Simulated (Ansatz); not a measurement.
# CH2F2SSi: the cost of one run

All numbers are computed with Ansatz 0.2.0, driven from Python. The levels of theory stand in the script.

## (1) Starting point

Bond lengths: F1–C2 1.424 Å, C2–S3 1.668 Å, C2–Si4 1.807 Å, S3–Si4 2.124 Å, Si4–F5 1.600 Å, C2–H6 1.090 Å, Si4–H7 1.466 Å. Angles: F1–C2–S3 114.8°, F1–C2–Si4 119.4°, F1–C2–H6 110.1°, S3–C2–Si4 75.2°, S3–C2–H6 115.8°, Si4–C2–H6 117.7°, C2–S3–Si4 55.4°, C2–Si4–S3 49.4°, C2–Si4–F5 115.4°, C2–Si4–H7 127.7°, S3–Si4–F5 108.7°, S3–Si4–H7 106.4°, F5–Si4–H7 116.5°.

No structure file is read: the coordinates are typed or built in the script.

## (2) The script

File ch2f2ssi_methods.py:

```python
"""CH2F2SSi at several levels of theory."""

from pathlib import Path

import ansatz as az
import numpy as np

geometry_ang = [
    ("F", [-0.4126, -1.5496, 1.2825]),
    ("C", [-0.2149, -0.2104, 0.841]),
    ("S", [1.3816, 0.2375, 0.6619]),
    ("Si", [-0.0253, 0.1228, -0.9247]),
    ("F", [-0.4007, 1.6078, -1.3856]),
    ("H", [-0.8364, 0.4716, 1.422]),
    ("H", [0.5696, -0.7477, -1.9429]),
]
geometry = az.Crystal.molecule()
for symbol, xyz in geometry_ang:
    geometry = geometry.atom(symbol, xyz)

job = geometry.calculation().basis(gaussian="cc-pVDZ")

print("functional    E (Ha)        dipole (D)   HOMO (eV)  LUMO (eV)")
for name in ["hf", "lda", "blyp", "b3lyp"]:
    report = job.functional(name).forces().orbitals().run(threads=1, backend="cpu", runs_dir="runs").report
    lines = Path(report["orbitals_path"]).read_text().splitlines()
    field_of = lambda key: [line.split("=")[1].strip() for line in lines if line.startswith(key)]
    orbitals = [(27.211386 * float(e), s, float(n)) for e, s, n in zip(field_of("Ene="), field_of("Spin="), field_of("Occup="))]
    homo = max(e for e, _, n in orbitals if n > 0.5)
    lumo = min(e for e, _, n in orbitals if n < 0.5)
    dipole = 4.803205 * np.linalg.norm(report["charge_distribution"]["dipole_moment_e_ang"])
    print(f"{name:10s} {report['free_energy_ev'] / 27.211386246:14.6f} {dipole:9.3f} {homo:11.3f} {lumo:10.3f}")
```

## (3) The input behind the calls

The package turns the script's settings into the engine's input (first run):

```yaml
crystal:
  periodic: [false, false, false]
  atoms:
    - { symbol: F, position_ang: [-0.4126, -1.5496, 1.2825] }
    - { symbol: C, position_ang: [-0.2149, -0.2104, 0.841] }
    - { symbol: S, position_ang: [1.3816, 0.2375, 0.6619] }
    - { symbol: Si, position_ang: [-0.0253, 0.1228, -0.9247] }
    - { symbol: F, position_ang: [-0.4007, 1.6078, -1.3856] }
    - { symbol: H, position_ang: [-0.8364, 0.4716, 1.422] }
    - { symbol: H, position_ang: [0.5696, -0.7477, -1.9429] }
basis:
  gaussian:
    orbitals: cc-pVDZ
hamiltonian:
  xc: hf
output:
  orbitals: {}
  forces: true
```

## (4) Running it

Run with:

```console
> python ch2f2ssi_methods.py
```

**Question.** How long does this script take on 1 thread of Arm Neoverse V2, shared host, and how much memory does it need?

About 8.9 s, with a peak of 0.25 GiB.
